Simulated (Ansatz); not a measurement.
# Cu5SnO2: the cost of one run

Method: DFT PBE, scalar-relativistic, plane waves, PAW, unless a step names another level, in Ansatz 0.2.0.

11 further runs of the same task are left out: 2 that didn't finish, 9 set aside as unsound or not needed.

### Step 1. Plan

Pauling electronegativities: Cu 1.90, Sn 1.96, O 3.44 (spread 1.54). No set of common oxidation states balances it. Tabulated atomic sizes suggest about 13 Å³/atom. 19 candidates were drawn, by swapping species into database cells of other compounds, at random by space group and Wyckoff sites, or by hand, as the table says:

```
name                                                       made from  space group no.                Wyckoff sites  atoms (primitive cell)  V (Å³/atom)
 c01               built by hand: Infinite-layer SnO2 with Cu5 block              123       Cu 4i, 1d; Sn 1a; O 2f                       8         13.1
 c02                                        database cell of NaLi5N2              123   Cu 4i, 1a; Sn 1d; O 1c, 1b                       8         12.2
 c03                                                          random              216  Cu 16e, 4b; Sn 4d; O 4a, 4c                       8         15.8
 c04  built by hand: Delafossite-like Cu-O dumbbells with Cu4Sn slab              164   Cu 1a, 2d, 2d; Sn 1b; O 2c                       8         13.1
 c05                                                          random              191       Cu 2d, 3g; Sn 1b; O 2c                       8         16.5
 c06                                        database cell of Al5CuW2              123   Cu 4i, 1c; Sn 1b; O 1a, 1d                       8         12.9
 c07                                        database cell of Rb2MnF5              123       Cu 1b, 4j; Sn 1a; O 2e                       8         13.1
 c08                                                          random              216  Cu 16e, 4c; Sn 4b; O 4a, 4d                       8         16.6
 c09                                                          random              123       Cu 4k, 1a; Sn 1b; O 2e                       8         13.6
 c10                built by hand: CdI2-type SnO2 layer with Cu slab              164   Cu 2d, 2d, 1b; Sn 1a; O 2d                       8         13.1
 c11                                                          random              191       Cu 4h, 1a; Sn 1b; O 2c                       8         14.3
 c12                                                          random              191   Cu 2e, 2d, 1a; Sn 1b; O 2c                       8         16.4
 c13                                                          random              139       Cu 8i, 2a; Sn 2b; O 4c                       8         13.8
 c14                                          built by hand: Pd5AlI2              139       Cu 8g, 2b; Sn 2a; O 4e                       8         13.1
 c15                                                          random              191       Cu 1b, 4h; Sn 1a; O 2e                       8         13.6
 c16                                                          random              191       Cu 4h, 1a; Sn 1b; O 2d                       8         15.6
 c17                                                          random              191       Cu 2d, 3g; Sn 1a; O 2c                       8         16.9
 c18                                                          random              216  Cu 16e, 4b; Sn 4c; O 4a, 4d                       8         15.8
 c19                 built by hand: Pd5AlI2 variant, oxygen above Cu              139       Cu 8g, 2b; Sn 2a; O 4e                       8         13.1
```

### Step 2. Screening run of c01

Contents of input.yaml:

```yaml
crystal:
  lattice:
    - [3.9, 0.0, 0.0]
    - [0.0, 3.9, 0.0]
    - [0.0, 0.0, 6.9]
  atoms:
    - { symbol: Cu, position: [0.5, 0.0, 0.27], spin: 1.0 }
    - { symbol: Cu, position: [0.5, 0.0, 0.73], spin: 1.0 }
    - { symbol: Cu, position: [0.0, 0.5, 0.27], spin: 1.0 }
    - { symbol: Cu, position: [0.0, 0.5, 0.73], spin: 1.0 }
    - { symbol: Cu, position: [0.5, 0.5, 0.5], spin: 1.0 }
    - { symbol: Sn, position: [0.0, 0.0, 0.0] }
    - { symbol: O, position: [0.5, 0.0, 0.0] }
    - { symbol: O, position: [0.0, 0.5, 0.0] }
basis:
  ecutwfc: 420
kpoints:
  mp_grid: { grid: [4, 4, 3] }
hamiltonian:
  xc: pbe
scf:
  occupations: { method: gaussian, width: 0.2 }
  lower_state_search: "off"
output:
  forces: true
  stress: true
  eigenvalues: true
  populations: true
magnetization:
  spin_polarized: true
relax:
  adjacent_minimum: "off"
  f_tol: 0.08
  max_steps: 16
  cell: { stress_tol: 0.8 }
```

Run with:

```console
$ ansatz run input.yaml --threads 1 --pin off --max-ram 2560MiB --backend cpu --events-out ev --progress --plain --runs-dir out
```

What time and memory should one allow on 1 thread of Intel Xeon Platinum 8488C (Sapphire Rapids), shared host?

About 2.7 min, with a peak of 0.57 GiB.
